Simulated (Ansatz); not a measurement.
# H3HfN: the cost of one run

Method: def2-SVP, core rule «outside noble gas», up to 5 orbitals frozen; program: Ansatz 0.2.0, Gaussian basis.

The runs, in order: UHF; CCSD(T) on RHF; CCSD(T) on UHF; CISD; CCSDT(Q) on RHF; CCSDT(Q) on UHF.

6 further runs of the same task are left out: 6 set aside as unsound or not needed.

## Step 1: The geometry

The geometry is a PBE0/def2-TZVP stationary point (not a proven minimum) of the parent state, kept for this charge and spin. No spin-orbit coupling is included. Elements past krypton take def2 core potentials.

5 atoms, charge 0, spin multiplicity 1.

Atoms are counted from 1 here; the program's logs count them from 0.

Bond lengths: Hf1–N2 2.347 Å, N2–H3 1.020 Å, N2–H4 1.020 Å, N2–H5 1.020 Å. Angles: Hf1–N2–H3 111.5°, Hf1–N2–H4 111.5°, Hf1–N2–H5 111.5°, H3–N2–H4 107.4°, H3–N2–H5 107.4°, H4–N2–H5 107.4°.

Coordinates:

```
Hf   -0.2102    0.0016    0.0016
N     2.1367   -0.0159   -0.0164
H     2.5032   -0.9679   -0.0144
H     2.5201    0.4600    0.8003
H     2.5074    0.4517   -0.8437
```

## Step 2: UHF

in.yaml reads:

```yaml
crystal:
  periodic: [false, false, false]
  atoms:
    - {symbol: Hf, position_ang: [-0.210200, 0.001568, 0.001612]}
    - {symbol: N, position_ang: [2.136700, -0.015941, -0.016386]}
    - {symbol: H, position_ang: [2.503190, -0.967894, -0.014388]}
    - {symbol: H, position_ang: [2.520091, 0.460019, 0.800319]}
    - {symbol: H, position_ang: [2.507421, 0.451692, -0.843682]}
basis:
  gaussian: {orbitals: def2-SVP}
magnetization: {spin_polarized: true, initial_magnetization: 0}
hamiltonian: {xc: hf}
output: {orbitals: {seedname: orbitals}}
```

On the command line:

```
ansatz run in.yaml --threads 1 --pin off --events-out ev --progress --plain --max-ram 2816MiB --backend cpu
```

**Question.** How long does this run take on 1 thread of AMD EPYC 7R13, shared host, and how much memory does it need?

About 12 s, with a peak of 0.26 GiB.
